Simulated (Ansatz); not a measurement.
**C₂H₆F₂OSi₂: up Jacob's ladder to CCSD(T)**

Aim: compute C₂H₆F₂OSi₂ with functionals from several rungs and with coupled cluster. The yardstick is the atomisation energy at the CCSD(T) limit.

Method: functionals in def2-TZVPP, the program's frozen cores in correlated methods; program: Ansatz 0.2.0, Gaussian basis.

The runs, in order: PBE-D4, r2SCAN-D4, PBE0-D4, B3LYP-D4, ωB97X-V, ωB97M-V, B2PLYP; CCSD(T)/def2-TZVPP; MP2/def2-QZVPP; extrapolation to the limit.

### 1 Structure used throughout

An earlier PBE0-D4 in a triple-zeta def2 set relaxation fixed the geometry.

13 atoms, charge 0, spin multiplicity 1.

Atoms are counted from 1 here; the program's logs count them from 0.

Bond lengths: C1–C2 1.330 Å, C1–H8 1.086 Å, C1–H9 1.086 Å, C2–Si3 1.849 Å, C2–H10 1.090 Å, Si3–O4 1.647 Å, Si3–H11 1.486 Å, Si3–H12 1.484 Å, O4–Si5 1.597 Å, Si5–F6 1.584 Å, Si5–F7 1.582 Å, Si5–H13 1.464 Å. Angles: C2–C1–H8 122.1°, C2–C1–H9 121.9°, H8–C1–H9 116.0°, C1–C2–Si3 124.1°, C1–C2–H10 118.3°, Si3–C2–H10 117.6°, C2–Si3–O4 110.0°, C2–Si3–H11 110.7°, C2–Si3–H12 111.1°, O4–Si3–H11 109.0°, O4–Si3–H12 107.2°, H11–Si3–H12 108.8°, Si3–O4–Si5 153.6°, O4–Si5–F6 109.6°, O4–Si5–F7 110.5°, O4–Si5–H13 111.6°, F6–Si5–F7 106.6°, F6–Si5–H13 109.0° and more.

Coordinates:

```mol
C2H6F2OSi2
  3D, bonds by distance, orders not assigned

 13 12  0  0  0  0  0  0  0  0999 V2000
    1.6003    1.2678    0.2985 C   0  0
    0.3681    1.7540    0.4185 C   0  0
   -1.1636    0.8232   -0.0369 Si  0  0
   -0.7671   -0.6721   -0.6032 O   0  0
   -0.2958   -2.1881   -0.4313 Si  0  0
    1.2867   -2.2582   -0.4540 F   0  0
   -0.7530   -2.7538    0.9738 F   0  0
    1.7925    0.2706   -0.0860 H   0  0
    2.4754    1.8458    0.5811 H   0  0
    0.2479    2.7634    0.8121 H   0  0
   -2.0570    0.6723    1.1406 H   0  0
   -1.9086    1.5170   -1.1169 H   0  0
   -0.8258   -3.0417   -1.4963 H   0  0
  1  2  8  0
  2  3  8  0
  3  4  8  0
  4  5  8  0
  5  6  8  0
  5  7  8  0
  1  8  8  0
  1  9  8  0
  2 10  8  0
  3 11  8  0
  3 12  8  0
  5 13  8  0
M  END
```

### 2 PBE-D4 (GGA)

The input, in.yaml:

```yaml
crystal:
  periodic: [false, false, false]
  atoms:
    - {symbol: C, position_ang: [1.600297, 1.267764, 0.298521]}
    - {symbol: C, position_ang: [0.368129, 1.754039, 0.418544]}
    - {symbol: Si, position_ang: [-1.163580, 0.823163, -0.036923]}
    - {symbol: O, position_ang: [-0.767125, -0.672066, -0.603205]}
    - {symbol: Si, position_ang: [-0.295835, -2.188131, -0.431303]}
    - {symbol: F, position_ang: [1.286689, -2.258246, -0.454044]}
    - {symbol: F, position_ang: [-0.753039, -2.753830, 0.973848]}
    - {symbol: H, position_ang: [1.792548, 0.270573, -0.086021]}
    - {symbol: H, position_ang: [2.475444, 1.845753, 0.581077]}
    - {symbol: H, position_ang: [0.247881, 2.763423, 0.812067]}
    - {symbol: H, position_ang: [-2.057004, 0.672286, 1.140589]}
    - {symbol: H, position_ang: [-1.908571, 1.516998, -1.116854]}
    - {symbol: H, position_ang: [-0.825834, -3.041715, -1.496304]}
basis:
  gaussian: {orbitals: def2-TZVPP}
hamiltonian: {xc: pbe, dispersion: d4}
output: {forces: true, orbitals: {seedname: orbitals}}
```

On the command line:

```console
$ ansatz run in.yaml --threads 2 --pin off --events-out ev --progress --plain --max-ram 22528MiB --backend cuda --devices 0, --max-vram 18GiB
```

Further steps of the session: r2SCAN-D4 (meta-GGA); PBE0-D4 (hybrid); B3LYP-D4 (hybrid); ωB97X-V (range-separated); ωB97M-V (range-separated); B2PLYP (double hybrid); CCSD(T) in def2-TZVPP; MP2 in def2-QZVPP.

Q: Predict the results of all the runs planned. Wanted: atomisation energy, CCSD(T)/CBS; farthest; mean size of error, hybrid; mean size of error, range-separated; gap, smallest and largest; T1 diagnostic; triples share of the correlation energy.

As calculated:

| quantity | value |
| --- | --- |
| atomisation energy, CCSD(T)/CBS | 5363.0 kJ/mol |
| functionals within 26.8 kJ/mol (0.5 %) | PBE-D4, r2SCAN-D4, ωB97X-V, ωB97M-V |
| farthest | B2PLYP (-75.2 kJ/mol) |
| mean size of error, hybrid | 53.9 kJ/mol |
| mean size of error, range-separated | 12.4 kJ/mol |
| gap, smallest and largest | 5.37 eV (PBE-D4), 12.11 eV (ωB97X-V) |
| T1 diagnostic | 0.0119 |
| triples share of the correlation energy | 3.4 % |

PBE-D4 misses by +20.8 kJ/mol. Double hybrids carry the basis error of their MP2 part in triple zeta, and no dispersion term here, so their miss is partly the set-up's. Misses under about 26.8 kJ/mol are within the doubt on the reference itself, which lacks core-valence correlation, relativity and higher excitations. Hartree-Fock recovers 75 % of the binding; the rest is correlation. The gap grows from 5.4 to 12.1 eV across the functionals, mostly with the share of exact exchange.
